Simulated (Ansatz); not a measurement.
# SrCl2: the cost of one run

Program: Ansatz 0.2.0. Level of theory: reference: DFT, r2SCAN, plane waves, PAW. These are calculated values, not measurements.

1 further run of the same task is left out (it didn't finish).

## Step 1: Starting point

It takes space group Fm-3m (No. 225, cubic). Conventional cell: a = 6.951 Å, b = 6.951 Å, c = 6.951 Å, α = 90.00°, β = 90.00°, γ = 90.00°. Sr (site symmetry m-3m) has 8 Cl at 3.01 Å as nearest neighbours. Cl (site symmetry -43m) is surrounded by 4 Sr at 3.01 Å.

Structure file:

```cif
data_structure
_symmetry_space_group_name_H-M 'P 1'
_symmetry_Int_Tables_number 1
_cell_length_a 4.9163
_cell_length_b 4.9163
_cell_length_c 4.9163
_cell_angle_alpha 59.961
_cell_angle_beta 59.961
_cell_angle_gamma 59.961
_cell_volume 83.95
loop_
_atom_site_label
_atom_site_type_symbol
_atom_site_fract_x
_atom_site_fract_y
_atom_site_fract_z
_atom_site_occupancy
Sr1 Sr 0.00000 0.00000 0.00000 1
Cl1 Cl 0.24995 0.24995 0.24995 1
Cl2 Cl 0.75005 0.75005 0.75005 1
```

## Step 2: The reference run

input.yaml reads:

```yaml
crystal:
  lattice:
    - [2.4567214836, 1.4183888098, 4.0153159317]
    - [-2.4567214836, 1.4183888098, 4.0153159317]
    - [0.0, -2.8367776197, 4.0153159316]
  atoms:
    - { symbol: Sr, position: [0.0, 0.0, 0.0] }
    - { symbol: Cl, position: [0.2499511381, 0.2499511381, 0.2499511381] }
    - { symbol: Cl, position: [0.7500488619, 0.7500488619, 0.7500488619] }
kpoints:
  mp_grid: { grid: [4, 4, 4] }
hamiltonian:
  xc: r2scan
scf:
  occupations: { method: fixed }
  n_extra_bands: 4
output:
  forces: true
  stress: true
  eigenvalues: true
```

Launch:

```sh
$ ansatz run input.yaml --threads 4 --pin off --max-ram 3686MiB --backend cpu --events-out ev --progress --plain --runs-dir out
```

What time and memory should one allow on 4 threads of Arm Neoverse N1, shared host?

About 2.2 s, with a peak of 0.51 GiB.
